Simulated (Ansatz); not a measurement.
The system is NaLaMnMoO6.

```
Na La Mn Mo O
1.0
     5.10934   -0.00669    0.01056
    -0.23945    5.68925    0.00703
    -0.92899   -2.82542    5.11884
Na La Mn Mo O
1 1 1 1 6
Direct
  0.40776 0.38086 0.07519
  0.03690 0.66325 0.68598
  0.44271 0.04268 0.40638
  0.90251 0.96387 0.30442
  0.73627 0.69569 0.99417
  0.72288 0.91846 0.55299
  0.70112 0.27368 0.37292
  0.19224 0.75325 0.36660
  0.17926 0.03365 0.11672
  0.20034 0.27462 0.63197
```

The cell was built by a generator and needn't be a form met in nature.

Base run:

* Program: Ansatz 0.2.0
* Functional: BLYP
* Potentials or basis: Ansatz PAW
* Cutoff: 420 eV (not typed: the program's choice for these potentials)
* k mesh: 6 × 6 × 5
* Occupations: fermi-dirac, width 0.05 eV
* Spin: collinear spin, ferromagnetic start
* Starting moments: [0.0, 0.0, 4.0, 1.0, 0.0, 0.0, 0.0, 0.0, 0.0, 0.0] μB

Its results: band gap on the k mesh 0.90 eV, indirect (least direct gap 1.11 eV); pressure 4.0 GPa; net moment 3.00 μB per cell; site moments Na +0.00; La +0.01; Mn +2.61; Mo -0.15; O +0.02, +0.01, +0.08 μB; largest force 0.408 eV/Å.

Question: The run is repeated on the same cell with these changes: functional from BLYP to PBE. What comes out?

Answer: Band gap on the k mesh 0.86 eV, indirect (least direct gap 1.11 eV); pressure 0.0 GPa; net moment 3.00 μB per cell; site moments Na +0.00; La +0.01; Mn +2.64; Mo -0.16; O +0.02, +0.00, +0.01, +0.08 μB; largest force 0.004 eV/Å.

PBE binds more tightly than BLYP, so the same cell stands under less pressure.

Caveats: spin-orbit coupling is left out, which moves the levels of the heavy elements; a cell with one magnetic atom can't hold antiferromagnetic order, which such compounds often take; the starting moments weren't kept; the PAW data sets come from PBE, with cores solved anew for the run's functional, which leaves a small shift of forces and pressure (some runs); odd divisions of the mesh miss points on the zone boundary, where band edges often lie, so the gap on the mesh can be too wide (some runs).
